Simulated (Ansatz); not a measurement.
**AgBr (SMILES [Br][Ag]): one structure at several levels**

The task here is to estimate one member of a computed series from the others.

Computed with Ansatz 0.2.0, Gaussian basis. Level: single points in def2-TZVPP.

Correlated methods freeze the cores. Filled d shells of the heavier atoms are correlated. Core potentials replace the inner electrons past krypton, and spin-orbit coupling is left out.

### Where the work starts

SMILES `[Br][Ag]`, 2 atoms, charge 0, spin multiplicity 1.

Atoms are counted from 1 here; the program's logs count them from 0.

Bond lengths: Br1–Ag2 2.363 Å.

Coordinates:

```xyz
2

Br    1.03680   -0.43710    0.42140
Ag   -1.00900    0.28530   -0.51500
```

Set-up of the first run:

File run/in.yaml:

```yaml
crystal:
  periodic: [false, false, false]
  atoms:
    - {symbol: Br, position_ang: [1.036800, -0.437100, 0.421400]}
    - {symbol: Ag, position_ang: [-1.009000, 0.285300, -0.515000]}
basis:
  gaussian: {orbitals: def2-TZVPP}
correlation: {method: ccsd_t}
output: {forces: true}
```

The command line of these runs was not kept.

Steps of the session up to this table: CCSD(T)/def2-TZVPP; PBE0-D4/def2-TZVPP; wB97M-V/def2-TZVPP; r2SCAN-D4/def2-TZVPP; PBE-D4/def2-TZVPP; wB97X-V/def2-TZVPP; BHLYP-D4/def2-TZVPP.

One of the session's tables, all rows but one given; the rest of the session is left out.

| method | RMS force component (eV/Å) | dipole (D) |
| --- | --- | --- |
| CCSD(T) | 0.287 | 5.61 |
| PBE0-D4 | 0.273 | 5.27 |
| wB97M-V | ? | ? |
| r2SCAN-D4 | 0.193 | 4.99 |
| PBE-D4 | 0.263 | 4.51 |
| wB97X-V | 0.310 | 5.77 |
| BHLYP-D4 | 0.466 | 5.75 |

**Question.** Estimate the row for wB97M-V.

The run gave: RMS force component (eV/Å): 0.337; dipole (D): 5.66. In the column «RMS force component (eV/Å)» it lies between wB97X-V (0.310) and BHLYP-D4 (0.466).
